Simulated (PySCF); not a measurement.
# SnTe (SMILES [Sn][Te]) at B3LYP/STO-6G

Aim: the vertical singlet–triplet gap of SnTe at B3LYP/STO-6G, from 2 runs. The job is set up through a Python script.

Program for the calculation: PySCF 2.14.0.

8 further runs of the same task are left out: 8 set aside as unsound or not needed.

## 1. The molecule

SnTe: 2 atoms, total charge 0, spin state singlet. As SMILES, `[Sn][Te]`. The coordinates come from a PBE0-D4/def2-TZVP relaxation.

Bond lengths: Sn1–Te2 2.518 Å.

## 2. The energy at B3LYP/STO-6G

The input, input.py:

```python
from pyscf import gto, dft

mol = gto.Mole()
mol.atom = '''
Sn     0.000000     0.000000     0.017839
Te     0.000000     0.000000     4.775962
'''
mol.charge = 0
mol.unit = 'bohr'
mol.max_memory = 1860
mol.verbose = 4
mol.basis = 'sto-6g'
mol.spin = 0
mol.build()

mf = dft.RKS(mol)
mf.xc = 'b3lyp'
mf.grids.level = 5
mf.conv_tol = 1e-10
mf.kernel()
if not mf.converged:
    mf = mf.newton().run(mf.mo_coeff, mf.mo_occ)

e_final = mf.e_tot
print(f'total energy: {e_final:.8f} hartree')
```

Started as:

```
$ OMP_NUM_THREADS=1 python input.py
```

What it wrote:

```text
PySCF version 2.14.0

[INPUT] num. atoms = 2
[INPUT] num. electrons = 102
[INPUT] charge = 0
[INPUT] spin (= nelec alpha-beta = 2S) = 0
[INPUT] symmetry False subgroup None
[INPUT] Mole.unit = bohr
[INPUT] Symbol           X                Y                Z      unit          X                Y                Z       unit  Magmom
[INPUT]  1 Sn     0.000000000000   0.000000000000   0.009439992266 AA    0.000000000000   0.000000000000   0.017839000000 Bohr   0.0
[INPUT]  2 Te     0.000000000000   0.000000000000   2.527330250620 AA    0.000000000000   0.000000000000   4.775962000000 Bohr   0.0

nuclear repulsion = 546.433961459172
number of shells = 22
number of NR pGTOs = 324
number of NR cGTOs = 54
basis = sto-6g
ecp = {}

******** <class 'pyscf.dft.rks.RKS'> ********
method = RKS
initial guess = minao
damping factor = 0
level_shift factor = 0
DIIS = <class 'pyscf.scf.diis.CDIIS'>
diis_start_cycle = 1
diis_space = 8
diis_damp = 0
SCF conv_tol = 1e-10
SCF conv_tol_grad = None
SCF max_cycles = 50
direct_scf = True
direct_scf_tol = 1e-13
XC library pyscf.dft.libxc version 7.0.0
    S. Lehtola, C. Steigemann, M. J.T. Oliveira, and M. A.L. Marques.,  SoftwareX 7, 1–5 (2018)
XC functionals = b3lyp
    P. J. Stephens, F. J. Devlin, C. F. Chabalowski, and M. J. Frisch.,  J. Phys. Chem. 98, 11623 (1994)
radial grids:
    Treutler-Ahlrichs [JCP 102, 346 (1995); DOI:10.1063/1.469408] (M4) radial grids

becke partition: Becke, JCP 88, 2547 (1988); DOI:10.1063/1.454033
pruning grids: <function nwchem_prune>
grids dens level: 5
symmetrized grids: False
atomic radii adjust function: <function treutler_atomic_radii_adjust>
small_rho_cutoff = 0
Set gradient conv threshold to 1e-05
Initial guess from minao.
tot grids = 93824
init E= -12548.5101731006
  HOMO = -0.68724181232655  LUMO = -0.553140699631745  gap/eV = 3.64908
cycle= 1 E= -12579.3852487592  delta_E= -30.9  |g|= 0.386  |ddm|=  2.2
  HOMO = -0.0955222009493203  LUMO = 0.0228563632786219  gap/eV = 3.22124
cycle= 2 E= -12578.2895746203  delta_E=  1.1  |g|= 1.29  |ddm|= 3.74
  HOMO = -0.136355932976982  LUMO = 0.0130959832512247  gap/eV = 4.06679
cycle= 3 E= -12579.4803562635  delta_E= -1.19  |g|= 0.0437  |ddm|= 3.07
  HOMO = -0.139059140160592  LUMO = 0.00924192426129219  gap/eV = 4.03548
cycle= 4 E= -12579.4815263707  delta_E= -0.00117  |g|= 0.00948  |ddm|= 0.0883
  HOMO = -0.139552752843548  LUMO = 0.00928656200410228  gap/eV = 4.05012
cycle= 5 E= -12579.481584163  delta_E= -5.78e-05  |g|= 0.00118  |ddm|= 0.0219
  HOMO = -0.139540616488897  LUMO = 0.00919087446620357  gap/eV = 4.04719
cycle= 6 E= -12579.4815850447  delta_E= -8.82e-07  |g|= 0.000245  |ddm|= 0.00253
  HOMO = -0.139549260613794  LUMO = 0.00918886048172071  gap/eV = 4.04737
cycle= 7 E= -12579.4815850838  delta_E= -3.91e-08  |g|= 4.72e-06  |ddm|= 0.00064
  HOMO = -0.139549060811419  LUMO = 0.00918903370091912  gap/eV = 4.04737
cycle= 8 E= -12579.4815850838  delta_E= -1.82e-11  |g|= 6.36e-07  |ddm|= 1.02e-05
  HOMO = -0.139549007655371  LUMO = 0.00918912407176364  gap/eV = 4.04737
Extra cycle  E= -12579.4815850839  delta_E= -1.46e-11  |g|= 1.85e-06  |ddm|= 6.11e-06
converged SCF energy = -12579.4815850839
total energy: -12579.48158508 hartree
```

It took 9.9 s on 1 thread of Arm Neoverse V1, shared host; peak memory 0.31 GiB.

## 3. The triplet

The input, run.py:

```python
from pyscf import gto, dft

molecule = gto.M(
    atom=[
    ('Sn', (0.000000, 0.000000, 0.009440)),
    ('Te', (-0.000000, -0.000000, 2.527330)),
],
    verbose=4,
    basis='sto-6g',
    spin=2,
    max_memory=1860,
)

calc0 = dft.UKS(molecule)
calc0.xc = 'b3lyp'
calc0.grids.level = 5
calc0.conv_tol = 1e-10
calc0.kernel()
if not calc0.converged:
    calc0 = calc0.newton().run(calc0.mo_coeff, calc0.mo_occ)

e_final = calc0.e_tot
print('E = %.10f Eh' % e_final)
```

Started as:

```
$ OMP_NUM_THREADS=1 python run.py
```

What it wrote:

```text
PySCF version 2.14.0

[INPUT] num. atoms = 2
[INPUT] num. electrons = 102
[INPUT] charge = 0
[INPUT] spin (= nelec alpha-beta = 2S) = 2
[INPUT] symmetry False subgroup None
[INPUT] Mole.unit = angstrom
[INPUT] Symbol           X                Y                Z      unit          X                Y                Z       unit  Magmom
[INPUT]  1 Sn     0.000000000000   0.000000000000   0.009440000000 AA    0.000000000000   0.000000000000   0.017839014616 Bohr   0.0
[INPUT]  2 Te     0.000000000000   0.000000000000   2.527330000000 AA    0.000000000000   0.000000000000   4.775961526397 Bohr   0.0

nuclear repulsion = 546.434017527374
number of shells = 22
number of NR pGTOs = 324
number of NR cGTOs = 54
basis = sto-6g
ecp = {}

******** <class 'pyscf.dft.uks.UKS'> ********
method = UKS
initial guess = minao
damping factor = 0
level_shift factor = 0
DIIS = <class 'pyscf.scf.diis.CDIIS'>
diis_start_cycle = 1
diis_space = 8
diis_damp = 0
SCF conv_tol = 1e-10
SCF conv_tol_grad = None
SCF max_cycles = 50
direct_scf = True
direct_scf_tol = 1e-13
number electrons alpha = 52  beta = 50
XC library pyscf.dft.libxc version 7.0.0
    S. Lehtola, C. Steigemann, M. J.T. Oliveira, and M. A.L. Marques.,  SoftwareX 7, 1–5 (2018)
XC functionals = b3lyp
    P. J. Stephens, F. J. Devlin, C. F. Chabalowski, and M. J. Frisch.,  J. Phys. Chem. 98, 11623 (1994)
radial grids:
    Treutler-Ahlrichs [JCP 102, 346 (1995); DOI:10.1063/1.469408] (M4) radial grids

becke partition: Becke, JCP 88, 2547 (1988); DOI:10.1063/1.454033
pruning grids: <function nwchem_prune>
grids dens level: 5
symmetrized grids: False
atomic radii adjust function: <function treutler_atomic_radii_adjust>
small_rho_cutoff = 0
Set gradient conv threshold to 1e-05
tot grids = 93824
init E= -12548.5101733427

[... the frontier-level lines of each cycle are left out ...]



cycle= 1 E= -12579.3135404194  delta_E= -30.8  |g|= 0.245  |ddm|= 1.92


cycle= 2 E= -12578.615960154  delta_E= 0.698  |g|= 0.745  |ddm|=  2.3


cycle= 3 E= -12579.3909592413  delta_E= -0.775  |g|= 0.0193  |ddm|= 1.82


cycle= 4 E= -12579.3915852189  delta_E= -0.000626  |g|= 0.003  |ddm|= 0.0776


cycle= 5 E= -12579.3916447971  delta_E= -5.96e-05  |g|= 0.0014  |ddm|= 0.0283


cycle= 6 E= -12579.3916677939  delta_E= -2.3e-05  |g|= 0.000676  |ddm|= 0.0206


cycle= 7 E= -12579.3916751178  delta_E= -7.32e-06  |g|= 0.000175  |ddm|= 0.0186


cycle= 8 E= -12579.3916752106  delta_E= -9.27e-08  |g|= 3.48e-05  |ddm|= 0.00152


cycle= 9 E= -12579.3916752133  delta_E= -2.77e-09  |g|= 1.3e-06  |ddm|= 0.000219


cycle= 10 E= -12579.3916752133  delta_E= -9.09e-12  |g|= 5.24e-07  |ddm|= 1.7e-05


Extra cycle  E= -12579.3916752133  delta_E= 1.64e-11  |g|= 1.24e-06  |ddm|= 5.19e-06
converged SCF energy = -12579.3916752133  <S^2> = 2.0180172  2S+1 = 3.0119875
E = -12579.3916752133 Eh
```

Run time: 14 s. Hardware: 1 thread of Arm Neoverse V1, shared host; peak memory 0.32 GiB.

## 4. Outcome

Level: B3LYP/STO-6G.

```
                                        quantity            value
                           singlet: total energy  -12579.48159 Eh
                          singlet: dipole moment           2.95 D
                            singlet: HOMO energy         -3.80 eV
                            singlet: LUMO energy          0.25 eV
                          singlet: HOMO–LUMO gap          4.05 eV
                           triplet: total energy  -12579.39168 Eh
                          triplet: dipole moment           3.89 D
     triplet: HOMO energy (highest over α and β)         -1.33 eV
                                   triplet: ⟨S²⟩            2.018
vertical energy of the triplet above the singlet         2.447 eV
```

**Reading.** At this shape the triplet lies 2.45 eV (56 kcal/mol) above the singlet. In a minimal basis such a difference can be off by several eV, whatever the method. Relativity is left out (singlet) although the molecule holds a heavy atom. Relativity is left out (triplet) although the molecule holds a heavy atom.
